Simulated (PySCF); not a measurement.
# RuHCl: structure of the singlet

Where does singlet RuHCl go from a bent start, is the end point a minimum, and what are its modes, charges and moments?

Method: PBE0, basis Ru def2-TZVP with ECP28, H def2-TZVP, Cl def2-TZVP, scalar-relativistic core potentials, no spin–orbit coupling, density fitting; program: PySCF 2.14.0.

### Step 1. The starting structure

3 atoms, charge 0, spin multiplicity 1.

Bond lengths: Ru1–H2 1.570 Å, Ru1–Cl3 2.240 Å. Angles: H2–Ru1–Cl3 110.0°.

```xyz
3
charge 0 multiplicity 1
Ru    0.0000    0.0000    0.0000
H    -1.2861    0.0000    0.9005
Cl    1.8349    0.0000    1.2848
```

### Step 2. First SCF at the start

The steps below are one call of a driver around PySCF. For each, scf.py gives the equivalent set-up of the SCF; relaxations use the driver's own optimiser. After this first run the driver tries any further starts and a stability analysis.

scf.py

```python
from pyscf import gto, scf, dft
mol = gto.M(atom='''
Ru     0.000000     0.000000     0.000000
H     -1.286100     0.000000     0.900500
Cl     1.834900     0.000000     1.284800''',
    basis={'Ru': 'def2-TZVP', 'H': 'def2-TZVP', 'Cl': 'def2-TZVP'},
    ecp={'Ru': 'def2-TZVP'},
    charge=0, spin=0)
mf = dft.RKS(mol, xc='PBE0')
mf.grids.atom_grid = (50, 194)
aux = {'Ru': 'def2-universal-JKFIT', 'H': 'def2-universal-JKFIT', 'Cl': 'def2-universal-JKFIT'}
mf = mf.density_fit(auxbasis=aux)
mf.conv_tol = 1e-08
mf.diis_space = 10
mf.max_cycle = 60
mf.init_guess = 'minao'
mf.verbose = 4
mf.kernel()
```

Run with:

```sh
> OMP_NUM_THREADS=2 python axn.py task.json out
```

Standard output (excerpt; [...] marks lines left out):

```text
[... the frontier levels of the middle cycles are left out ...]
init E= -547.658774182798
  HOMO = -0.580983415422201  LUMO = -0.576991157954102  gap/eV = 0.10863
cycle= 1 E= -554.538008382962  delta_E= -6.88  |g|= 2.08  |ddm|= 3.98
  HOMO = 0.0756815008208045  LUMO = 0.0882465363648058  gap/eV = 0.34191
cycle= 2 E= -545.825055619086  delta_E= 8.71  |g|= 4.11  |ddm|=  8.3
  HOMO = -0.424219521845091  LUMO = -0.386413538148001  gap/eV = 1.02875
cycle= 3 E= -554.679078413525  delta_E= -8.85  |g|= 1.79  |ddm|=  8.3
cycle= 4 E= -555.266054170442  delta_E= -0.587  |g|= 0.897  |ddm|= 1.13
cycle= 5 E= -555.441847852823  delta_E= -0.176  |g|= 0.341  |ddm|= 0.927
cycle= 6 E= -555.467014797982  delta_E= -0.0252  |g|= 0.0777  |ddm|= 0.276
cycle= 7 E= -555.469065352666  delta_E= -0.00205  |g|= 0.0279  |ddm|= 0.0904
cycle= 8 E= -555.469790444551  delta_E= -0.000725  |g|= 0.015  |ddm|= 0.069
cycle= 9 E= -555.470314424335  delta_E= -0.000524  |g|= 0.0126  |ddm|= 0.067
cycle= 10 E= -555.470939580748  delta_E= -0.000625  |g|= 0.00747  |ddm|= 0.115
cycle= 11 E= -555.471255774578  delta_E= -0.000316  |g|= 0.00465  |ddm|= 0.109
cycle= 12 E= -555.47125737984  delta_E= -1.61e-06  |g|= 0.00334  |ddm|= 0.00256
cycle= 13 E= -555.471358734293  delta_E= -0.000101  |g|= 0.00277  |ddm|= 0.0888
cycle= 14 E= -555.471367028619  delta_E= -8.29e-06  |g|= 0.000699  |ddm|= 0.0168
cycle= 15 E= -555.47136982052  delta_E= -2.79e-06  |g|= 0.000421  |ddm|= 0.0161
cycle= 16 E= -555.471370105417  delta_E= -2.85e-07  |g|= 0.000274  |ddm|= 0.0058
cycle= 17 E= -555.471370130976  delta_E= -2.56e-08  |g|= 0.000176  |ddm|= 0.000658
cycle= 18 E= -555.471370143187  delta_E= -1.22e-08  |g|= 4.12e-05  |ddm|= 0.000675
cycle= 19 E= -555.471370144451  delta_E= -1.26e-09  |g|= 2.37e-05  |ddm|= 0.000219
  HOMO = -0.233739422004422  LUMO = -0.150736490604979  gap/eV = 2.25862
Extra cycle  E= -555.471370144567  delta_E= -1.16e-10  |g|= 1.99e-05  |ddm|= 4.17e-05
converged SCF energy = -555.471370144567
```

This step, with its further starts and checks, needed 5.1 s of wall time on 2 threads of Intel Xeon 6975P-C (Granite Rapids), shared host.

The starts that the driver tried:

```
                      start  energy (Eh)
    the minimal-basis guess  -555.471370
a thermally smeared density  -555.471370
      a smeared PBE density  -555.471370
```

The test of internal stability and the other starts found no lower closed-shell solution.

### Step 3. Bent start, singlet: relaxation

The program finds Cs symmetry in the start, which this walk keeps. The walk stops when the largest gradient is under 0.0003 Eh/bohr and the energy has settled too.

scf.py: that of step 2 with these lines changed.

```diff
@@ -3,3 +3,3 @@
-Ru     0.000000     0.000000     0.000000
-H     -1.286100     0.000000     0.900500
-Cl     1.834900     0.000000     1.284800''',
+Ru    -0.455960     0.000000    -0.332428
+H     -1.742060     0.000000     0.568072
+Cl     1.378940     0.000000     0.952372''',
@@ -16 +15,0 @@
-mf.init_guess = 'minao'
```

Energy and gradient, step by step:

```
step  energy (Eh)  change (kJ/mol)  largest symmetric gradient (Eh/bohr)
   0  -555.471370             0.00                               0.00824
   1  -555.472049            -1.78                               0.00502
   2  -555.472480            -2.91                               0.00293
   3  -555.472562            -3.13                               0.00160
   4  -555.472578            -3.17                               0.00033
   5  -555.472578            -3.17                               0.00007
```

The walk took 6 s.

It settles in Cs symmetry, 3.2 kJ/mol below the start, after 5 steps: Ru–Cl 2.216 Å, Ru–H 1.541 Å; Cl–Ru–H 101.0°.

### Step 4. Hessian and properties

On the finer grid the gradient is checked again; gradients at displacements of ±0.02 bohr then give force constants and infrared intensities.

scf.py: that of step 3 with these lines changed.

```diff
@@ -3,3 +3,3 @@
-Ru    -0.455960     0.000000    -0.332428
-H     -1.742060     0.000000     0.568072
-Cl     1.378940     0.000000     0.952372''',
+Ru    -0.433609     0.000000    -0.349395
+H     -1.603879     0.000000     0.653161
+Cl     1.315885     0.000000     1.010061''',
@@ -10 +10 @@
-mf.grids.atom_grid = (50, 194)
+mf.grids.atom_grid = (75, 302)
@@ -13 +13 @@
-mf.conv_tol = 1e-08
+mf.conv_tol = 1e-10
```

The driver hands on the density of the step before, so the log starts near convergence.

Log of the central SCF (cycles and frontier levels):

```text
init E= -555.472615645421
  HOMO = -0.229789660279882  LUMO = -0.149311264585825  gap/eV = 2.18993
cycle= 1 E= -555.472615645449  delta_E= -2.84e-11  |g|= 7.35e-06  |ddm|= 2.03e-05
  HOMO = -0.229787878069554  LUMO = -0.1493091116815  gap/eV = 2.18994
Extra cycle  E= -555.472615645442  delta_E= 7.16e-12  |g|= 1.48e-05  |ddm|= 2.05e-05
converged SCF energy = -555.472615645442
```

The whole step took 29 s.

Geometry: Cs; Ru–Cl 2.216 Å, Ru–H 1.541 Å; Cl–Ru–H 101.6°.

Wavenumbers (cm⁻¹): 397, 472, 2207. These are not to be trusted: the point is only loosely found or the SCF state changes between the displacements.

### Step 5. The broken-symmetry singlet

A stability analysis found the closed shell of the lowest minimum unstable towards spin polarisation, so the unrestricted solution is followed.

The program finds Cs symmetry in the start, which may break.

scf.py: that of step 4 with these lines changed.

```diff
@@ -3,3 +3,3 @@
-Ru    -0.433609     0.000000    -0.349395
-H     -1.603879     0.000000     0.653161
-Cl     1.315885     0.000000     1.010061''',
+Ru    -0.435146     0.000000    -0.352108
+H     -1.605416     0.000000     0.650448
+Cl     1.314348     0.000000     1.007347''',
@@ -9,2 +9,2 @@
-mf = dft.RKS(mol, xc='PBE0')
-mf.grids.atom_grid = (75, 302)
+mf = dft.UKS(mol, xc='PBE0')
+mf.grids.atom_grid = (50, 194)
@@ -13 +13 @@
-mf.conv_tol = 1e-10
+mf.conv_tol = 1e-08
```

The optimiser's trace:

```
step  energy (Eh)  change (kJ/mol)  largest gradient (Eh/bohr)
   0  -555.502529             0.00                     0.00829
   1  -555.502994            -1.22                     0.00331
   2  -555.503170            -1.68                     0.00179
   3  -555.503185            -1.72                     0.00113
   4  -555.503190            -1.74                     0.00019
   5  -555.503191            -1.74                     0.00009
```

The walk took 11 s.

Positions (Å) and forces (eV/Å) along the way:

```
step 0
Ru  -0.435   0.000  -0.352   0.357   0.003   0.058
H   -1.605   0.000   0.650   0.071  -0.001   0.134
Cl   1.314   0.000   1.007  -0.428  -0.002  -0.192
step 1
Ru  -0.430   0.000  -0.363   0.106   0.002  -0.024
H   -1.583   0.000   0.662   0.068  -0.001   0.063
Cl   1.286   0.000   1.006  -0.173  -0.002  -0.038
step 3
Ru  -0.429   0.000  -0.383  -0.051   0.001  -0.012
H   -1.549   0.000   0.679   0.032   0.000  -0.030
Cl   1.251   0.000   1.010   0.020  -0.001   0.042
step 5
Ru  -0.431   0.000  -0.386   0.005   0.001   0.003
H   -1.544   0.000   0.680   0.001   0.000  -0.015
Cl   1.249   0.000   1.012  -0.006  -0.001   0.011
```

End point (Cs, 5 steps, 1.7 kJ/mol gained): Ru–Cl 2.185 Å, Ru–H 1.542 Å; Cl–Ru–H 96.5°.

### Step 6. Is it a minimum? Harmonic modes

The same treatment as at the point before.

scf.py: that of step 5 with these lines changed.

```diff
@@ -3,3 +3,3 @@
-Ru    -0.435146     0.000000    -0.352108
-H     -1.605416     0.000000     0.650448
-Cl     1.314348     0.000000     1.007347''',
+Ru    -0.416918    -0.000000    -0.357022
+H     -1.537531    -0.000000     0.700626
+Cl     1.266938     0.000000     1.033748''',
@@ -10 +10 @@
-mf.grids.atom_grid = (50, 194)
+mf.grids.atom_grid = (75, 302)
@@ -13 +13 @@
-mf.conv_tol = 1e-08
+mf.conv_tol = 1e-10
```

SCF at the final geometry:

```text
init E= -555.503197258496
[... the frontier-level lines of each cycle are left out ...]
cycle= 1 E= -555.50319725864  delta_E= -1.44e-10  |g|= 3.73e-06  |ddm|= 1.93e-05
cycle= 2 E= -555.503197258795  delta_E= -1.55e-10  |g|= 3.8e-06  |ddm|= 1.97e-05
cycle= 3 E= -555.503197258501  delta_E= 2.94e-10  |g|= 3.82e-06  |ddm|= 3.8e-05
cycle= 4 E= -555.503197257582  delta_E= 9.19e-10  |g|= 3.45e-06  |ddm|= 0.000135
cycle= 5 E= -555.503197257344  delta_E= 2.37e-10  |g|= 3.21e-06  |ddm|= 4.27e-05
cycle= 6 E= -555.503197257247  delta_E= 9.78e-11  |g|= 3.11e-06  |ddm|= 2.48e-05
Extra cycle  E= -555.503197257348  delta_E= -1.01e-10  |g|= 3.05e-06  |ddm|= 1.6e-05
converged SCF energy = -555.503197257348  <S^2> = 1.0030596  2S+1 = 2.2388029
```

The whole step needed 94 s of wall time on 2 threads of Intel Xeon 6975P-C (Granite Rapids), shared host.

Geometry: Cs; Ru–Cl 2.184 Å, Ru–H 1.541 Å; Cl–Ru–H 97.1°.

Harmonic modes (main isotopes):

```json
{"symmetry": "a'", "ω (cm⁻¹)": "405", "IR (km/mol)": "37.3", "μ (u)": "35.30", "type": "stretch"}
{"symmetry": "a'", "ω (cm⁻¹)": "548", "IR (km/mol)": "40.6", "μ (u)": "1.04", "type": "bend"}
{"symmetry": "a'", "ω (cm⁻¹)": "2203", "IR (km/mol)": "100", "μ (u)": "1.02", "type": "stretch"}
```

No imaginary mode, so this is a minimum.

Constants and moments:

* Dipole moment: 3.76 D
* Highest occupied level: -6.40 eV
* Lowest empty level: -3.19 eV
* Rotational constants: 7.24, 0.1351, 0.1327 cm⁻¹
* Zero-point energy: 18.9 kJ/mol
* Principal polarisabilities: 36.0, 46.8, 58.9 bohr³
* Atomisation energy without zero-point energy: 552 kJ/mol
* Principal traceless quadrupole moments about the centre of mass: -2.83, 1.32, 1.51 D Å
* Entropy at 298.15 K and 1 bar: 268.8 J/(mol K)
* Heat capacity Cp at 298.15 K: 44.2 J/(mol K)
* Enthalpy at 298.15 K above 0 K: 11.22 kJ/mol
* Rotational symmetry number: 1
* Spin squared ⟨S²⟩: 1.003

Populations by atom (charges in e):

```
atom  Mulliken  Löwdin  polar tensor  spin (Mulliken)  Mayer order to Ru1
 Ru1      0.38   -0.03          0.77             0.08                   –
  H2      0.00    0.00         -0.21             0.00                0.99
 Cl3     -0.38    0.02         -0.56            -0.08                1.13
```

Outer orbital energies (eV). α occupied: -21.89, -10.63, -9.63, -9.37, -9.01, -7.47, -6.95, -6.40; empty: -3.19, -2.50, -1.20, -0.14. β occupied: -22.02, -10.46, -9.85, -9.55, -9.40, -7.28, -6.94, -6.46; empty: -3.19, -2.57, -1.14, 0.12.

Mulliken populations on Ru1 (outside its core potential): s 2.45, p 6.18, d 6.99, f 0.01.

### Step 7. Summary of results

```
                                          quantity                                       value
                                           minimum                broken-symmetry (Ms = 0), Cs
                                          geometry  Ru–Cl 2.184 Å, Ru–H 1.541 Å; Cl–Ru–H 97.1°
                                wavenumbers (cm⁻¹)               405 (a'), 548 (a'), 2203 (a')
                                     dipole moment                                      3.76 D
highest occupied, lowest empty level (either spin)                             -6.40, -3.19 eV
                        polar-tensor charge of Ru1                                     +0.77 e
                                 zero-point energy                                 18.9 kJ/mol
                               entropy at 298.15 K                             268.8 J/(mol K)
         atomisation energy (no zero-point energy)                                  552 kJ/mol
                                              ⟨S²⟩                                       1.003
```

What this shows: The bent start keeps its Cs symmetry and ends in a minimum. The determinant is spin-contaminated (⟨S²⟩ = 1.00 against 0.00), so it is no pure spin state. The strongest infrared band lies at 2203 cm⁻¹ (a', stretch). Only this shape and spin were tried, so other structures or states may lie lower.

The search up to here took 2.5 min.
